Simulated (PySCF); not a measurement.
# C₇H₇NO₂: NMR shifts at several levels of theory, part 2 of 2

PySCF 2.14.0. Atoms count from 0.

## (5) Shielding tensors: wB97X-D/pcSseg-2

What the job is given:

```
{"job": {"kind": "nmr", "xc": "wB97X-D", "basis": "pcSseg-2", "pop": false}, "charge": 0, "multiplicity": 1}
C      3.344039     0.329596     0.546096
O      1.952384     0.580260     0.487967
C      1.216348    -0.392217    -0.033819
O      1.668921    -1.433700    -0.443006
C     -0.248558    -0.070656    -0.065300
C     -1.110285    -1.038789    -0.588952
C     -2.471774    -0.756844    -0.623219
C     -2.910537     0.471600    -0.136678
C     -1.961615     1.366092     0.363839
N     -0.660847     1.106251     0.401126
H      3.754747     0.160100    -0.460505
H      3.797867     1.219308     0.997329
H      3.557203    -0.559815     1.157862
H     -0.693109    -1.979151    -0.952047
H     -3.180753    -1.485224    -1.023953
H     -3.969544     0.738546    -0.142104
H     -2.276046     2.341090     0.753793
```

Method: GIAO wB97X-D/pcSseg-2 NMR shielding, non-relativistic, gas phase.

The program printed:

```text
coarse grid: 15176 points
cycle   1  E = -475.9798458702  dE =  2.199e+00  |g| = 9.984e-01  |ddm| = 3.055e+00
cycle   2  E = -475.8616686845  dE =  1.182e-01  |g| = 1.356e+00  |ddm| = 1.803e+00
cycle   3  E = -476.1678742604  dE = -3.062e-01  |g| = 1.546e-01  |ddm| = 1.062e+00
cycle   4  E = -476.1709928774  dE = -3.119e-03  |g| = 9.041e-02  |ddm| = 1.635e-01
cycle   5  E = -476.1724008979  dE = -1.408e-03  |g| = 1.377e-02  |ddm| = 6.300e-02
cycle   6  E = -476.1724429048  dE = -4.201e-05  |g| = 5.685e-03  |ddm| = 1.974e-02
cycle   7  E = -476.1724513674  dE = -8.463e-06  |g| = 1.841e-03  |ddm| = 7.340e-03
final grid: 149472 points
cycle   8  E = -476.1728533621  dE = -2.901e-04  |g| = 5.631e-03  |ddm| = 9.521e-02
cycle   9  E = -476.1728577939  dE = -4.432e-06  |g| = 3.857e-03  |ddm| = 1.236e-02
cycle  10  E = -476.1728609328  dE = -3.139e-06  |g| = 8.161e-04  |ddm| = 3.614e-03
cycle  11  E = -476.1728610632  dE = -1.304e-07  |g| = 4.350e-04  |ddm| = 1.259e-03
cycle  12  E = -476.1728611069  dE = -4.369e-08  |g| = 9.814e-05  |ddm| = 3.469e-04
cycle  13  E = -476.1728611096  dE = -2.656e-09  |g| = 4.135e-05  |ddm| = 1.563e-04
cycle  14  E = -476.1728611102  dE = -6.196e-10  |g| = 1.810e-05  |ddm| = 6.330e-05
converged SCF energy = -476.1728611102

GIAO shielding tensors (ppm)
atom      isotropic    diamagn.    paramagn.     s11        s22        s33       span
  0 C      130.078     235.390    -105.313    101.419    113.779    175.035     73.616
  1 O      153.549     395.815    -242.266    -32.061    231.397    261.312    293.373
  2 C        7.706     256.683    -248.977    -91.280     48.372     66.026    157.307
  3 O      -75.876     398.021    -473.898   -334.939   -231.347    338.657    673.596
  4 C       23.577     251.251    -227.675    -88.331     26.295    132.765    221.096
  5 C       47.357     256.872    -209.515    -71.445     32.140    181.377    252.822
  6 C       36.733     251.376    -214.643    -83.844     15.279    178.762    262.606
  7 C       47.522     252.340    -204.818    -73.169     41.062    174.671    247.840
  8 C       23.496     250.031    -226.535    -91.505     18.675    143.318    234.822
  9 N     -105.990     323.025    -429.015   -439.130   -176.436    297.596    736.727
 10 H       27.488      27.844      -0.356     24.127     25.407     32.932      8.805
 11 H       27.617      26.961       0.656     23.664     26.583     32.603      8.939
 12 H       27.494      27.873      -0.379     24.124     25.419     32.939      8.815
 13 H       22.645      33.835     -11.190     18.604     20.895     28.438      9.834
 14 H       23.381      29.355      -5.974     20.246     22.802     27.095      6.849
 15 H       23.807      28.471      -4.664     21.252     22.754     27.415      6.162
 16 H       22.403      30.660      -8.258     18.378     22.128     26.702      8.324
```

Wall time 4.7 min (8 threads of Intel Xeon at 2.50GHz (Skylake/Cascade Lake), shared host).

This run: δ C2 176.7, C8 160.9, C4 160.8, C6 147.7, H16 8.95, H13 8.71 ppm.

## (6) Nuclear shieldings: KT2/pcSseg-2

The job, as its differences from that of step 5:

```diff
@@ -1,2 +1,2 @@
-{"job": {"kind": "nmr", "xc": "wB97X-D", "basis": "pcSseg-2", "pop": false}, "charge": 0, "multiplicity": 1}
+{"job": {"kind": "nmr", "xc": "KT2", "basis": "pcSseg-2", "pop": false}, "charge": 0, "multiplicity": 1}
 C      3.344039     0.329596     0.546096
```

With the program's defaults for keys left out, this is: GIAO KT2/pcSseg-2 NMR shielding, non-relativistic, gas phase.

The program printed:

```text
coarse grid: 15176 points
cycle   1  E = -484.0121568227  dE =  1.633e+00  |g| = 1.083e+00  |ddm| = 4.041e+00
cycle   2  E = -483.1005869887  dE =  9.116e-01  |g| = 2.314e+00  |ddm| = 4.403e+00
cycle   3  E = -484.1670797991  dE = -1.066e+00  |g| = 5.670e-01  |ddm| = 3.670e+00
cycle   4  E = -484.2277014950  dE = -6.062e-02  |g| = 2.148e-01  |ddm| = 6.511e-01
cycle   5  E = -484.2348307440  dE = -7.129e-03  |g| = 7.683e-02  |ddm| = 1.880e-01
cycle   6  E = -484.2360038805  dE = -1.173e-03  |g| = 3.307e-02  |ddm| = 8.022e-02
cycle   7  E = -484.2362545823  dE = -2.507e-04  |g| = 1.297e-02  |ddm| = 3.872e-02
cycle   8  E = -484.2362981037  dE = -4.352e-05  |g| = 2.747e-03  |ddm| = 1.345e-02
cycle   9  E = -484.2362992414  dE = -1.138e-06  |g| = 1.618e-03  |ddm| = 3.094e-03
final grid: 149472 points
cycle  10  E = -484.2671877102  dE = -7.422e-04  |g| = 1.156e-02  |ddm| = 5.153e-01
cycle  11  E = -484.2671241718  dE =  6.354e-05  |g| = 1.911e-02  |ddm| = 3.139e-02
cycle  12  E = -484.2672041574  dE = -7.999e-05  |g| = 7.610e-03  |ddm| = 2.101e-02
cycle  13  E = -484.2672162519  dE = -1.209e-05  |g| = 1.859e-03  |ddm| = 6.733e-03
cycle  14  E = -484.2672167196  dE = -4.677e-07  |g| = 1.131e-03  |ddm| = 2.035e-03
cycle  15  E = -484.2672170086  dE = -2.890e-07  |g| = 2.715e-04  |ddm| = 1.082e-03
cycle  16  E = -484.2672170249  dE = -1.622e-08  |g| = 1.011e-04  |ddm| = 2.714e-04
cycle  17  E = -484.2672170273  dE = -2.479e-09  |g| = 2.165e-05  |ddm| = 1.089e-04
cycle  18  E = -484.2672170274  dE = -7.310e-11  |g| = 1.074e-05  |ddm| = 2.292e-05
converged SCF energy = -484.2672170274

GIAO shielding tensors (ppm)
atom      isotropic    diamagn.    paramagn.     s11        s22        s33       span
  0 C      129.032     234.322    -105.291     99.163    113.542    174.390     75.228
  1 O      142.067     392.295    -250.228    -32.571    211.269    247.503    280.074
  2 C       17.638     257.686    -240.048    -69.827     58.838     63.902    133.729
  3 O      -53.155     394.256    -447.411   -285.310   -199.736    325.580    610.890
  4 C       35.025     256.362    -221.337    -61.923     37.182    129.816    191.740
  5 C       57.883     261.116    -203.233    -48.788     44.827    177.610    226.397
  6 C       48.628     254.375    -205.748    -58.864     31.144    173.603    232.467
  7 C       57.391     255.745    -198.353    -51.177     52.964    170.387    221.564
  8 C       34.513     252.184    -217.671    -66.884     32.346    138.076    204.960
  9 N      -75.460     325.169    -400.630   -370.530   -141.543    285.693    656.223
 10 H       27.286      27.881      -0.595     23.943     25.148     32.766      8.823
 11 H       27.477      27.013       0.464     23.875     26.400     32.156      8.281
 12 H       27.291      27.905      -0.613     23.940     25.159     32.776      8.835
 13 H       22.814      33.428     -10.614     18.854     21.504     28.083      9.230
 14 H       23.557      27.551      -3.994     20.426     23.482     26.763      6.338
 15 H       24.030      26.171      -2.142     21.664     23.338     27.088      5.424
 16 H       22.551      29.186      -6.636     18.520     22.694     26.437      7.917
```

Run time: 3 min. Hardware: 8 threads of Intel Xeon at 2.50GHz (Skylake/Cascade Lake), shared host.

Key values: δ C2 164.6, C8 147.8, C4 147.3, C6 133.7, H16 8.63, H13 8.36 ppm.

## (7) Nuclear shieldings: HF/pcSseg-2

The job, as its differences from that of step 6:

```diff
@@ -1,2 +1,2 @@
-{"job": {"kind": "nmr", "xc": "KT2", "basis": "pcSseg-2", "pop": false}, "charge": 0, "multiplicity": 1}
+{"job": {"kind": "nmr", "xc": "HF", "basis": "pcSseg-2", "pop": false}, "charge": 0, "multiplicity": 1}
 C      3.344039     0.329596     0.546096
```

Method: GIAO HF/pcSseg-2 NMR shielding, non-relativistic, gas phase.

The program printed:

```text
final grid: 149472 points
cycle   1  E = -473.2700285249  dE =  2.881e+00  |g| = 9.500e-01  |ddm| = 3.234e+00
cycle   2  E = -473.4208728991  dE = -1.508e-01  |g| = 6.243e-01  |ddm| = 1.087e+00
cycle   3  E = -473.4883905033  dE = -6.752e-02  |g| = 1.152e-01  |ddm| = 4.580e-01
cycle   4  E = -473.4920086142  dE = -3.618e-03  |g| = 4.571e-02  |ddm| = 1.611e-01
cycle   5  E = -473.4925294408  dE = -5.208e-04  |g| = 1.242e-02  |ddm| = 4.250e-02
cycle   6  E = -473.4925966176  dE = -6.718e-05  |g| = 5.345e-03  |ddm| = 1.943e-02
cycle   7  E = -473.4926179562  dE = -2.134e-05  |g| = 2.447e-03  |ddm| = 1.142e-02
cycle   8  E = -473.4926218032  dE = -3.847e-06  |g| = 9.018e-04  |ddm| = 4.761e-03
cycle   9  E = -473.4926223795  dE = -5.762e-07  |g| = 3.487e-04  |ddm| = 1.619e-03
cycle  10  E = -473.4926224778  dE = -9.833e-08  |g| = 1.279e-04  |ddm| = 6.866e-04
cycle  11  E = -473.4926224996  dE = -2.178e-08  |g| = 5.760e-05  |ddm| = 3.404e-04
cycle  12  E = -473.4926225035  dE = -3.944e-09  |g| = 2.730e-05  |ddm| = 1.431e-04
cycle  13  E = -473.4926225045  dE = -9.608e-10  |g| = 1.063e-05  |ddm| = 8.630e-05
converged SCF energy = -473.4926225045

GIAO shielding tensors (ppm)
atom      isotropic    diamagn.    paramagn.     s11        s22        s33       span
  0 C      140.858     231.342     -90.484    116.660    125.059    180.854     64.194
  1 O      193.993     398.621    -204.628     14.546    278.155    289.277    274.731
  2 C       15.716     256.630    -240.914    -90.343     53.290     84.200    174.543
  3 O      -56.257     399.246    -455.503   -311.722   -216.332    359.283    671.005
  4 C       31.911     247.222    -215.311    -91.477     38.900    148.308    239.785
  5 C       56.064     254.629    -198.565    -66.733     44.632    190.292    257.026
  6 C       43.130     250.308    -207.178    -83.078     24.327    188.140    271.219
  7 C       57.191     250.743    -193.552    -66.683     54.665    183.591    250.274
  8 C       31.938     249.478    -217.540    -90.938     30.001    156.751    247.689
  9 N     -114.864     320.998    -435.862   -460.538   -190.540    306.485    767.024
 10 H       27.864      27.877      -0.014     24.254     25.863     33.474      9.220
 11 H       27.986      26.755       1.231     23.623     26.764     33.570      9.947
 12 H       27.869      27.897      -0.028     24.250     25.874     33.483      9.233
 13 H       22.874      34.035     -11.162     18.145     21.616     28.860     10.716
 14 H       23.573      29.689      -6.116     19.953     23.462     27.304      7.350
 15 H       24.117      28.673      -4.556     20.854     23.741     27.757      6.903
 16 H       22.738      31.146      -8.408     18.351     22.839     27.026      8.675
```

Wall time 2.8 min (8 threads of Intel Xeon at 2.50GHz (Skylake/Cascade Lake), shared host).

Key values: δ C2 175.8, C4 159.6, C8 159.5, C6 148.3, H16 8.94, H13 8.81 ppm.

## (8) Comparing the runs: NMR shifts

Shifts (ppm) of some atoms, chosen among heavy atoms and hydrogens apart, with basis size and wall time:

| run | C4 | C6 | H13 | H14 | O3 | O1 | N9 | functions | time |
| --- | --- | --- | --- | --- | --- | --- | --- | --- | --- |
| PBE0/pcSseg-2 | 158.6 | 145.6 | 8.69 | 7.95 | 404.7 | 178.5 | 364.9 | 458 | 4.1 min |
| PBE/pcSseg-2 | 156.7 | 142.9 | 8.57 | 7.82 | 404.8 | 195.9 | 359.6 | 458 | 3.1 min |
| wB97X-D/pcSseg-2 | 160.8 | 147.7 | 8.71 | 7.98 | 402.7 | 173.3 | 366.1 | 458 | 4.7 min |
| KT2/pcSseg-2 | 147.3 | 133.7 | 8.36 | 7.62 | 377.5 | 182.3 | 335.6 | 458 | 3 min |
| HF/pcSseg-2 | 159.6 | 148.3 | 8.81 | 8.11 | 382.6 | 132.3 | 375.6 | 458 | 2.8 min |

## (9) Results

The summary covers parts 1 to 2.

| quantity | value |
| --- | --- |
| point group | Cs |
| rotational constants (main isotopes) | 3.63, 0.87, 0.70 GHz |
| 13C shifts against TMS (PBE0/pcSseg-2) | 175.0, 159.4, 158.6, 145.6, 135.5, 135.4, 54.0 ppm |
| 1H shifts against TMS (PBE0/pcSseg-2, means over atoms taken as alike) | 8.95, 8.69, 7.95, 7.51, 3.82 ppm |
| 17O shifts against H2O (PBE0/pcSseg-2) | 404.7, 178.5 ppm |
| 15N shifts against NH3 (PBE0/pcSseg-2) | 364.9 ppm |
| range of the shift of O1 | 132.3 to 195.9 ppm |

In words: Single values in the summary come from the first sound run of each kind (PBE0/pcSseg-2), which need not be the best level. Relaxing lowered the energy by 0.029 eV in 7 steps; the close pair that moved most is C8–H16, from 1.082 to 1.096 Å. No frequency check was run at this level, so the end point may be a saddle. The most deshielded carbon is C2 (ester carbonyl carbon), at 175.0 ppm: it is a carbonyl in resonance with an O or N lone pair, the region of acids, esters and amides. At PBE0/pcSseg-2: Shielding is most anisotropic at N9 (span 735 ppm, paramagnetic term -427 ppm). NICS(1)zz of -28 ppm above the planar ring from C4 marks a diatropic (aromatic) ring current. In ppm, O1 moves most: its shift spreads over 63.5 ppm, from 132.3 (HF/pcSseg-2) to 195.9 (PBE/pcSseg-2).
